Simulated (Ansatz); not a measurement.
**LiBr+ (doublet): wave-function methods side by side at distance Br1–Li2 = 2.512 Å, cc-pVDZ**

How much of the correlation energy of LiBr+ (doublet) does each wave-function method recover here?

Computed with Ansatz 0.2.0, Gaussian basis. Level: cc-pVDZ, core rule «outside noble gas», up to 15 orbitals frozen.

The runs, in order: UHF; CCSD(T) on ROHF; CCSD(T) on UHF; BCCD(T) on ROHF; CISD; CCSDT(Q) on ROHF; CCSDT(Q) on UHF; CASSCF and MRCISD+Q, 3 electrons in 3 orbitals; CASSCF and NEVPT2, 3 electrons in 3 orbitals; Full CI.

67 further runs of the same task are left out: 52 for a known fault of the program, 10 that didn't finish, 5 set aside as unsound or not needed.

## Step 1: What is computed

The geometry derives from a PBE0/def2-TZVP stationary point (not a proven minimum). One bond is set to the value named and the two fragments are kept rigid. No spin-orbit coupling is included. The filled d shell of Br may be among the frozen orbitals whatever the setting's name suggests; the logs give the count.

2 atoms, charge 1, spin multiplicity 2.

Atoms are counted from 1 here; the program's logs count them from 0.

Bond lengths: Br1–Li2 2.512 Å.

## Step 2: UHF

Input file in.yaml:

```yaml
crystal:
  periodic: [false, false, false]
  atoms:
    - {symbol: Br, position_ang: [0.000000, 0.000000, 0.000000]}
    - {symbol: Li, position_ang: [0.000000, 0.000000, 2.512400]}
basis:
  gaussian: {orbitals: cc-pVDZ}
total_charge: 1
magnetization: {spin_polarized: true, initial_magnetization: 1}
hamiltonian: {xc: hf}
output: {orbitals: {seedname: orbitals}}
```

Command:

```console
ansatz run in.yaml --threads 1 --pin off --events-out ev --progress --plain --max-ram 2393MiB
```

The runs that follow: CCSD(T) on ROHF; CCSD(T) on UHF; BCCD(T) on ROHF; CISD; CCSDT(Q) on ROHF; CCSDT(Q) on UHF; CASSCF and MRCISD+Q, 3 electrons in 3 orbitals; CASSCF and NEVPT2, 3 electrons in 3 orbitals; Full CI.

**Question.** What will the summary of the whole plan be? Wanted: FCI below the RHF energy; RMP2 from FCI; UMP2 from FCI; RCCSD from FCI; RCCSD(T) from FCI; UCCSD(T) from FCI; RCCSDT(Q) from FCI; UCCSDT(Q) from FCI; NEVPT2 pair from FCI.

The runs gave:

| quantity | value |
| --- | --- |
| FCI below the RHF energy | -3.1060 eV |
| RMP2 from FCI | +425.7 meV |
| UMP2 from FCI | +438.7 meV |
| RCCSD from FCI | +45.5 meV |
| RCCSD(T) from FCI | +10.3 meV |
| UCCSD(T) from FCI | +7.9 meV |
| RCCSDT(Q) from FCI | +0.3 meV |
| UCCSDT(Q) from FCI | -1.9 meV |
| NEVPT2 pair from FCI | +389.4 meV |
| MRCISD+Q pair from FCI | -13.0 meV |
| levels within 1 kcal/mol (43 meV) | UCCSD, RCCSD(T), UCCSD(T), BCCD(T), RCCSDT, UCCSDT, RCCSDT(Q), UCCSDT(Q), MRCISD+Q pair |
| T1 diagnostic | 0.012 |
| effectively unpaired electrons | 1.02 |

RCCSD(T) lands +10.3 meV from the yardstick (0.3 % of the correlation energy). MRCISD+Q pair falls below full CI: the +Q correction isn't variational, and the cores differ from full CI's. One determinant dominates. Of the multireference levels listed MRCISD+Q pair comes nearest in total energy (-13.0 meV), which doesn't show that its space is the better one. These misses are within one basis, not against nature; the frozen cores of restricted and unrestricted runs differ, which can shift their rows.
